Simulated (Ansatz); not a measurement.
# MgC6: the cost of one run

Computed with Ansatz 0.2.0 (DFT PBE, scalar-relativistic, plane waves, PAW, unless a step's input says otherwise).

2 further runs of the same task are left out: 1 that didn't finish, 1 set aside as unsound or not needed.

### Step 1. The system as given

The structure is hexagonal, space group P6/mmm (No. 191). Conventional cell: a = 4.329 Å, b = 4.329 Å, c = 4.682 Å, α = 90.00°, β = 90.00°, γ = 120.00°. Mg (site symmetry 6/mmm) is surrounded by 12 C at 2.75 Å. C (site symmetry m2m) is surrounded by 3 C at 1.44 to 1.45 Å.

As a file:

```cif
data_structure
_symmetry_space_group_name_H-M 'P 1'
_symmetry_Int_Tables_number 1
_cell_length_a 4.3295
_cell_length_b 4.3295
_cell_length_c 4.6818
_cell_angle_alpha 90.000
_cell_angle_beta 90.000
_cell_angle_gamma 120.000
_cell_volume 76.00
loop_
_atom_site_label
_atom_site_type_symbol
_atom_site_fract_x
_atom_site_fract_y
_atom_site_fract_z
_atom_site_occupancy
Mg1 Mg 0.00000 0.00000 0.00000 1
C1 C 0.33290 0.00000 0.50000 1
C2 C 0.66710 0.00000 0.50000 1
C3 C 0.00000 0.33290 0.50000 1
C4 C 0.00000 0.66710 0.50000 1
C5 C 0.66710 0.66710 0.50000 1
C6 C 0.33290 0.33290 0.50000 1
```

Recipe of the guess: species swapped into a database cell of SmC6 (P6/mmm, No. 191), with Mg on the Sm sites. The dimensions are guesses.

### Step 2. Probe: one point on a coarse mesh

The input, input.yaml:

```yaml
crystal:
  lattice:
    - [4.32947972, 0.0, 0.0]
    - [-2.16473986, 3.74943943, 0.0]
    - [0.0, 0.0, 4.68180245]
  atoms:
    - { symbol: Mg, position: [0.0, 0.0, 0.0] }
    - { symbol: C, position: [0.33289683, 0.0, 0.5] }
    - { symbol: C, position: [0.66710317, 0.0, 0.5] }
    - { symbol: C, position: [0.0, 0.33289683, 0.5] }
    - { symbol: C, position: [0.0, 0.66710317, 0.5] }
    - { symbol: C, position: [0.66710317, 0.66710317, 0.5] }
    - { symbol: C, position: [0.33289683, 0.33289683, 0.5] }
basis:
  ecutwfc: 420
kpoints:
  mp_grid: { grid: [6, 6, 4] }
hamiltonian:
  xc: pbe
scf:
  occupations: { method: gaussian, width: 0.1 }
  lower_state_search: "off"
output:
  forces: true
  stress: true
  eigenvalues: true
```

On the command line:

```console
> ansatz run input.yaml --threads 1 --pin off --max-ram 2048MiB --backend cpu --events-out ev --progress --plain --runs-dir out
```

What time and memory should one allow on 1 thread of Arm Neoverse V1, shared host?

About 2.8 s, with a peak of 0.3 GiB.
